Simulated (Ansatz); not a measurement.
# AlClGeH4: ionisation energy by level of theory

The task here is to estimate one member of a computed series from the others.

Computed with Ansatz 0.2.0, Gaussian basis. Level: unrestricted cation, the program's frozen cores in correlated methods.

Plan: UKS PBE-D4/def2-TZVPP; UKS r2SCAN-D4/def2-TZVPP; UKS PBE0-D4/def2-TZVPP; UKS B3LYP-D4/def2-TZVPP; UKS wB97X-V/def2-TZVPP; UKS wB97M-V/def2-TZVPP; UKS B2PLYP/def2-TZVPP; UHF-CCSD(T)/def2-TZVPP; UHF-MP2/def2-QZVPP; extrapolation to the limit; then −ε(HOMO) from the neutral's earlier runs with LDA (SPW92), PBE-D4, revPBE-D4, BLYP-D4, r2SCAN-D4, B97M-V, PBE0-D4, B3LYP-D4, r2SCANh-D4, r2SCAN0-D4, HSE06-D4, BHLYP-D4, CAM-B3LYP-D4, LC-ωPBE, ωB97X-V, ωB97M-V.

## The relaxed structure

An earlier PBE0-D4 in a triple-zeta def2 set relaxation fixed the geometry.

7 atoms, charge 0, spin multiplicity 1.

Atoms are counted from 1 here; the program's logs count them from 0.

Bond lengths: Al1–Ge2 2.464 Å, Al1–Cl3 2.343 Å, Al1–H4 1.578 Å, Al1–H5 1.578 Å, Ge2–Cl3 2.389 Å, Ge2–H6 1.546 Å, Ge2–H7 1.546 Å. Angles: Ge2–Al1–Cl3 59.5°, Ge2–Al1–H4 115.3°, Ge2–Al1–H5 115.3°, Cl3–Al1–H4 109.4°, Cl3–Al1–H5 109.4°, H4–Al1–H5 126.8°, Al1–Ge2–Cl3 57.7°, Al1–Ge2–H6 125.8°, Al1–Ge2–H7 125.8°, Cl3–Ge2–H6 99.9°, Cl3–Ge2–H7 99.9°, H6–Ge2–H7 105.2°, Al1–Cl3–Ge2 62.7°.

Set-up of the first run:

File in.yaml:

```yaml
crystal:
  periodic: [false, false, false]
  atoms:
    - {symbol: Al, position_ang: [-1.065946, 0.200046, -0.753757]}
    - {symbol: Ge, position_ang: [1.183360, 0.136895, 0.249782]}
    - {symbol: Cl, position_ang: [-0.675916, -1.013055, 1.212701]}
    - {symbol: H, position_ang: [-1.299695, -0.802513, -1.950324]}
    - {symbol: H, position_ang: [-1.919783, 1.484168, -0.416818]}
    - {symbol: H, position_ang: [2.189277, -1.031362, 0.139290]}
    - {symbol: H, position_ang: [1.649902, 0.957822, 1.473427]}
basis:
  gaussian: {orbitals: def2-TZVPP}
total_charge: 1
magnetization: {spin_polarized: true, initial_magnetization: 1}
hamiltonian: {xc: pbe, dispersion: d4}
```

Steps of the session up to this table: Cation, UKS PBE-D4/def2-TZVPP; Cation, UKS r2SCAN-D4/def2-TZVPP; Cation, UKS PBE0-D4/def2-TZVPP; Cation, UKS B3LYP-D4/def2-TZVPP; Cation, UKS wB97X-V/def2-TZVPP; Cation, UKS wB97M-V/def2-TZVPP; Cation, UKS B2PLYP (frozen core)/def2-TZVPP; Cation, UHF-CCSD(T)/def2-TZVPP; Cation, UHF-MP2/def2-QZVPP.

One of the session's tables, all rows but one given; the rest of the session is left out.

Orbital estimates, from the neutral's runs:

```
  functional  −ε(HOMO) (eV)
 LDA (SPW92)           6.65
      PBE-D4           6.54
   revPBE-D4           6.50
     BLYP-D4           6.41
   r2SCAN-D4              ?
      B97M-V           6.88
     PBE0-D4           7.58
    B3LYP-D4           7.40
  r2SCANh-D4           7.19
  r2SCAN0-D4           7.76
    HSE06-D4           7.19
    BHLYP-D4           8.52
CAM-B3LYP-D4           8.82
     LC-ωPBE          10.09
     ωB97X-V           9.78
     ωB97M-V           9.60
```

**Question.** Estimate the row for r2SCAN-D4.

Worked estimate for «−ε(HOMO) (eV)». Against the share of exact exchange, r2SCANh-D4 (0.1, 7.19), r2SCAN0-D4 (0.25, 7.76) give a slope of 3.80 per unit share; at 0 the line stands at 6.81.

The run gave: −ε(HOMO) (eV): 6.81. In «−ε(HOMO) (eV)» the line misses by 0.00.

To keep in mind: The cation may have settled in a state other than its lowest; no search over hole states beyond the program's own was made.
